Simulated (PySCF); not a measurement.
# BLYP/cc-pVDZ run of C2H7NSi (SMILES C=N[SiH2]C)

Aim: the vertical ionisation energy of C2H7NSi at BLYP/cc-pVDZ, from 2 runs. The job is set up through a Python script.

The results are computed with PySCF 2.14.0.

### Step 1. The system as given

The species is C2H7NSi (11 atoms), meant as a singlet with charge 0. As SMILES, `C=N[SiH2]C`. The coordinates come from a PBE0-D4/def2-TZVP relaxation. This is one conformer, not always the lowest.

Bond lengths: C1–N2 1.257 Å, N2–Si3 1.747 Å, Si3–C4 1.862 Å, C1–H5 1.097 Å, C1–H6 1.103 Å, Si3–H7 1.497 Å, Si3–H8 1.486 Å, C4–H9 1.092 Å, C4–H10 1.093 Å, C4–H11 1.092 Å. Some angles: C1–N2–Si3 124.0°, N2–Si3–C4 108.8°, N2–C1–H5 120.4°, N2–C1–H6 124.2°, N2–Si3–H7 110.9°, N2–Si3–H8 106.9°, C4–Si3–H7 110.6°, C4–Si3–H8 110.8°, Si3–C4–H9 110.4°, Si3–C4–H10 110.6°.

### Step 2. A single-point energy at BLYP/cc-pVDZ

Input file run.py:

```python
from pyscf import gto, dft

system = gto.Mole()
system.atom = [
    ('C', (-0.763200, 2.027200, 0.389900)),
    ('N', (-0.749500, 1.001600, -0.336400)),
    ('Si', (-0.379200, -0.602800, 0.247400)),
    ('C', (1.068600, -1.271000, -0.713200)),
    ('H', (-0.997700, 3.009000, -0.039500)),
    ('H', (-0.550300, 2.023600, 1.471900)),
    ('H', (-0.075100, -0.581600, 1.713400)),
    ('H', (-1.590400, -1.434700, 0.023400)),
    ('H', (0.849500, -1.270200, -1.783000)),
    ('H', (1.292800, -2.296000, -0.407900)),
    ('H', (1.959900, -0.662200, -0.545500)),
]
system.verbose = 4
system.max_memory = 1860
system.basis = 'cc-pvdz'
system.build()

ks = dft.RKS(system, xc='blyp')
ks.grids.level = 1
ks.conv_tol = 1e-10
ks.kernel()
if not ks.converged:
    ks = ks.newton().run(ks.mo_coeff, ks.mo_occ)

etot = ks.e_tot
print('E = %.10f Eh' % etot)
```

On the command line:

```bash
$ OMP_NUM_THREADS=1 python run.py
```

What it wrote:

```text
PySCF version 2.14.0

[INPUT] num. atoms = 11
[INPUT] num. electrons = 40
[INPUT] charge = 0
[INPUT] spin (= nelec alpha-beta = 2S) = 0
[INPUT] symmetry False subgroup None
[INPUT] Mole.unit = angstrom
[INPUT] Symbol           X                Y                Z      unit          X                Y                Z       unit  Magmom
[INPUT]  1 C     -0.763200000000   2.027200000000   0.389900000000 AA   -1.442238978268   3.830852799718   0.736804215968 Bohr   0.0
[INPUT]  2 N     -0.749500000000   1.001600000000  -0.336400000000 AA   -1.416349730362   1.892749686364  -0.635703868304 Bohr   0.0
[INPUT]  3 Si    -0.379200000000  -0.602800000000   0.247400000000 AA   -0.716584146435  -1.139126907888   0.467518243217 Bohr   0.0
[INPUT]  4 C      1.068600000000  -1.271000000000  -0.713200000000 AA    2.019361336710  -2.401841904322  -1.347752672040 Bohr   0.0
[INPUT]  5 H     -0.997700000000   3.009000000000  -0.039500000000 AA   -1.885379754479   5.686185908816  -0.074644181920 Bohr   0.0
[INPUT]  6 H     -0.550300000000   2.023600000000   1.471900000000 AA   -1.039916286348   3.824049785670   2.781487882747 Bohr   0.0
[INPUT]  7 H     -0.075100000000  -0.581600000000   1.713400000000 AA   -0.141918431955  -1.099064714047   3.237856741830 Bohr   0.0
[INPUT]  8 H     -1.590400000000  -1.434700000000   0.023400000000 AA   -3.005420428508  -2.711190070913   0.044219591315 Bohr   0.0
[INPUT]  9 H      0.849500000000  -1.270200000000  -1.783000000000 AA    1.605322342818  -2.400330123423  -3.369381680100 Bohr   0.0
[INPUT] 10 H      1.292800000000  -2.296000000000  -0.407900000000 AA    2.443037933838  -4.338811182001  -0.770819286210 Bohr   0.0
[INPUT] 11 H      1.959900000000  -0.662200000000  -0.545500000000 AA    3.703674231535  -1.251376639687  -1.030845600950 Bohr   0.0

nuclear repulsion = 159.522872114083
number of shells = 41
number of NR pGTOs = 168
number of NR cGTOs = 95
basis = cc-pvdz
ecp = {}

******** <class 'pyscf.dft.rks.RKS'> ********
method = RKS
initial guess = minao
damping factor = 0
level_shift factor = 0
DIIS = <class 'pyscf.scf.diis.CDIIS'>
diis_start_cycle = 1
diis_space = 8
diis_damp = 0
SCF conv_tol = 1e-10
SCF conv_tol_grad = None
SCF max_cycles = 50
direct_scf = True
direct_scf_tol = 1e-13
XC library pyscf.dft.libxc version 7.0.0
    S. Lehtola, C. Steigemann, M. J.T. Oliveira, and M. A.L. Marques.,  SoftwareX 7, 1–5 (2018)
XC functionals = blyp
    A. D. Becke.,  Phys. Rev. A 38, 3098 (1988)
    C. Lee, W. Yang, and R. G. Parr.,  Phys. Rev. B 37, 785 (1988)
    B. Miehlich, A. Savin, H. Stoll, and H. Preuss.,  Chem. Phys. Lett. 157, 200 (1989)
radial grids:
    Treutler-Ahlrichs [JCP 102, 346 (1995); DOI:10.1063/1.469408] (M4) radial grids

becke partition: Becke, JCP 88, 2547 (1988); DOI:10.1063/1.454033
pruning grids: <function nwchem_prune>
grids dens level: 1
symmetrized grids: False
atomic radii adjust function: <function treutler_atomic_radii_adjust>
small_rho_cutoff = 0
Set gradient conv threshold to 1e-05
Initial guess from minao.
tot grids = 39200
init E= -424.685938843045
  HOMO = -0.279928503836666  LUMO = -0.112750889971294  gap/eV = 4.54913
cycle= 1 E= -424.483739757084  delta_E= 0.202  |g|= 0.61  |ddm|= 2.88
  HOMO = -0.0887202661604287  LUMO = 0.0156576468701797  gap/eV = 2.84027
cycle= 2 E= -424.164560367384  delta_E= 0.319  |g|= 1.25  |ddm|= 1.99
  HOMO = -0.202506821961258  LUMO = -0.0472534070656621  gap/eV = 4.22466
cycle= 3 E= -424.557850608667  delta_E= -0.393  |g|= 0.295  |ddm|= 1.54
  HOMO = -0.193832987907546  LUMO = -0.0547771337149903  gap/eV = 3.78390
cycle= 4 E= -424.579074260072  delta_E= -0.0212  |g|= 0.0484  |ddm|= 0.241
  HOMO = -0.195339973663628  LUMO = -0.0545346964233344  gap/eV = 3.83151
cycle= 5 E= -424.579706835895  delta_E= -0.000633  |g|= 0.0132  |ddm|= 0.0642
  HOMO = -0.194276571066429  LUMO = -0.0536687277821923  gap/eV = 3.82613
cycle= 6 E= -424.579762225392  delta_E= -5.54e-05  |g|= 0.00452  |ddm|= 0.018
  HOMO = -0.194608372380014  LUMO = -0.0541394526937058  gap/eV = 3.82235
cycle= 7 E= -424.579767759623  delta_E= -5.53e-06  |g|= 0.00106  |ddm|= 0.00571
  HOMO = -0.194498709924211  LUMO = -0.0540055481155925  gap/eV = 3.82301
cycle= 8 E= -424.579768111423  delta_E= -3.52e-07  |g|= 0.000135  |ddm|= 0.00126
  HOMO = -0.194514478617319  LUMO = -0.0540223041561205  gap/eV = 3.82299
cycle= 9 E= -424.579768116953  delta_E= -5.53e-09  |g|= 3.27e-05  |ddm|= 0.000193
  HOMO = -0.194513289843125  LUMO = -0.0540211583633416  gap/eV = 3.82299
cycle= 10 E= -424.579768117304  delta_E= -3.51e-10  |g|= 7.76e-06  |ddm|= 4.67e-05
  HOMO = -0.194514141097664  LUMO = -0.0540219823281367  gap/eV = 3.82299
cycle= 11 E= -424.579768117321  delta_E= -1.71e-11  |g|= 1.29e-06  |ddm|= 1.12e-05
  HOMO = -0.194513801359934  LUMO = -0.0540215548418845  gap/eV = 3.82299
Extra cycle  E= -424.579768117321  delta_E= -1.14e-13  |g|= 1.55e-06  |ddm|= 3.36e-06
converged SCF energy = -424.579768117321
E = -424.5797681173 Eh
```

Wall time 6.9 s (1 thread of Arm Neoverse V1, shared host); peak memory 0.33 GiB.

### Step 3. The doublet cation, same level

Input file calc.py:

```python
from pyscf import gto, dft

system = gto.M(
    atom=[
    ('C', (-0.763200, 2.027200, 0.389900)),
    ('N', (-0.749500, 1.001600, -0.336400)),
    ('Si', (-0.379200, -0.602800, 0.247400)),
    ('C', (1.068600, -1.271000, -0.713200)),
    ('H', (-0.997700, 3.009000, -0.039500)),
    ('H', (-0.550300, 2.023600, 1.471900)),
    ('H', (-0.075100, -0.581600, 1.713400)),
    ('H', (-1.590400, -1.434700, 0.023400)),
    ('H', (0.849500, -1.270200, -1.783000)),
    ('H', (1.292800, -2.296000, -0.407900)),
    ('H', (1.959900, -0.662200, -0.545500)),
],
    charge=1,
    verbose=3,
    spin=1,
    basis='cc-pvdz',
    max_memory=1860,
)

calc0 = dft.UKS(system)
calc0.xc = 'blyp'
calc0.grids.level = 1
calc0.conv_tol = 1e-10
calc0.kernel()
if not calc0.converged:
    calc0 = calc0.newton().run(calc0.mo_coeff, calc0.mo_occ)

e_final = calc0.e_tot
print('E = %.10f Eh' % e_final)
```

On the command line:

```bash
$ OMP_NUM_THREADS=1 python calc.py
```

What it wrote:

```text
converged SCF energy = -424.255068180026  <S^2> = 0.75570782  2S+1 = 2.0056997
E = -424.2550681800 Eh
```

Wall time 11 s (1 thread of Arm Neoverse V1, shared host); peak memory 0.34 GiB.

### Step 4. Outcome

At BLYP/cc-pVDZ:

```
                                          quantity          value
                     singlet C2H7NSi: total energy  -424.57977 Eh
                    singlet C2H7NSi: dipole moment         0.92 D
                      singlet C2H7NSi: HOMO energy       -5.29 eV
                      singlet C2H7NSi: LUMO energy       -1.47 eV
                    singlet C2H7NSi: HOMO–LUMO gap        3.82 eV
                      doublet cation: total energy  -424.25507 Eh
doublet cation: HOMO energy (highest over α and β)      -12.64 eV
 doublet cation: LUMO energy (lowest over α and β)      -12.25 eV
                              doublet cation: ⟨S²⟩          0.756
vertical ionisation energy (to the doublet cation)       8.836 eV
```

**Reading.** Removing an electron at fixed nuclei costs 8.84 eV (852 kJ/mol). −ε(HOMO) before ionisation, 5.29 eV, is 3.54 eV below this ionisation energy. Mulliken charges (singlet C2H7NSi) run from -0.21 on N2 to +0.33 on Si3. Mulliken charges (doublet cation) run from -0.10 on C4 to +0.33 on Si3.
